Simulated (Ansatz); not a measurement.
**BH₅N₂O: how energies converge with the basis set**

The task here is to estimate one member of a computed series from the others.

Program: Ansatz 0.2.0, Gaussian basis. Level of theory: one geometry, several basis sets. These are calculated values, not measurements.

Plan: PBE0-D4/def2-SVP; ωB97M-V/def2-SVP; PBE0-D4/def2-QZVPP; ωB97M-V/def2-QZVPP; the functionals' def2-TZVPP values are taken from earlier runs.

### Structure used throughout

An earlier PBE0-D4 in a triple-zeta def2 set relaxation fixed the geometry.

9 atoms, charge 0, spin multiplicity 1.

Atoms are counted from 1 here; the program's logs count them from 0.

Bond lengths: N1–B2 1.423 Å, N1–H5 1.003 Å, N1–H6 1.003 Å, B2–N3 1.415 Å, B2–O4 1.383 Å, N3–H7 1.003 Å, N3–H8 1.002 Å, O4–H9 0.957 Å. Angles: B2–N1–H5 123.7°, B2–N1–H6 123.1°, H5–N1–H6 113.3°, N1–B2–N3 121.8°, N1–B2–O4 121.9°, N3–B2–O4 116.3°, B2–N3–H7 121.0°, B2–N3–H8 124.5°, H7–N3–H8 114.5°, B2–O4–H9 113.8°.

Geometry (Å):

```mol
BH5N2O
  3D, bonds by distance, orders not assigned

  9  8  0  0  0  0  0  0  0  0999 V2000
   -0.4416    0.7514   -0.8929 N   0  0
   -0.0828   -0.0880    0.1984 B   0  0
    1.1878   -0.7061    0.2771 N   0  0
   -0.9554   -0.3451    1.2407 O   0  0
   -1.3334    1.2015   -0.9782 H   0  0
    0.1770    0.9494   -1.6570 H   0  0
    1.4284   -1.2954    1.0521 H   0  0
    1.9106   -0.6053   -0.4089 H   0  0
   -1.8020    0.0914    1.1517 H   0  0
  1  2  8  0
  2  3  8  0
  2  4  8  0
  1  5  8  0
  1  6  8  0
  3  7  8  0
  3  8  8  0
  4  9  8  0
M  END
```

The first run:

in.yaml

```yaml
crystal:
  periodic: [false, false, false]
  atoms:
    - {symbol: N, position_ang: [-0.441614, 0.751375, -0.892891]}
    - {symbol: B, position_ang: [-0.082840, -0.088023, 0.198365]}
    - {symbol: N, position_ang: [1.187824, -0.706143, 0.277070]}
    - {symbol: O, position_ang: [-0.955401, -0.345130, 1.240663]}
    - {symbol: H, position_ang: [-1.333441, 1.201463, -0.978202]}
    - {symbol: H, position_ang: [0.176960, 0.949407, -1.657018]}
    - {symbol: H, position_ang: [1.428394, -1.295417, 1.052086]}
    - {symbol: H, position_ang: [1.910575, -0.605290, -0.408854]}
    - {symbol: H, position_ang: [-1.801959, 0.091360, 1.151679]}
basis:
  gaussian: {orbitals: def2-SVP}
hamiltonian: {xc: pbe0, dispersion: d4}
output: {orbitals: {seedname: orbitals}}
```

Among the steps run: PBE0-D4 in def2-SVP; ωB97M-V in def2-SVP; PBE0-D4 in def2-QZVPP; ωB97M-V in def2-QZVPP.

One table of the session follows, with a row left open; its other results are not shown here.

It belongs to the step «Density functionals: the series». 

| functional | basis | HOMO (eV) | LUMO (eV) |
| --- | --- | --- | --- |
| PBE0-D4 | def2-SVP | -6.46 | 1.62 |
| PBE0-D4 | def2-TZVPP | -6.82 | 0.71 |
| PBE0-D4 | def2-QZVPP | -6.89 | 0.39 |
| ωB97M-V | def2-SVP | ? | ? |
| ωB97M-V | def2-TZVPP | -9.21 | 2.04 |
| ωB97M-V | def2-QZVPP | -9.28 | 1.55 |

**Question.** Estimate the row for ωB97M-V, def2-SVP.

As computed: HOMO (eV): -8.85; LUMO (eV): 3.22. In the column «HOMO (eV)» it lies between ωB97M-V, def2-TZVPP (-9.21) and PBE0-D4, def2-QZVPP (-6.89).
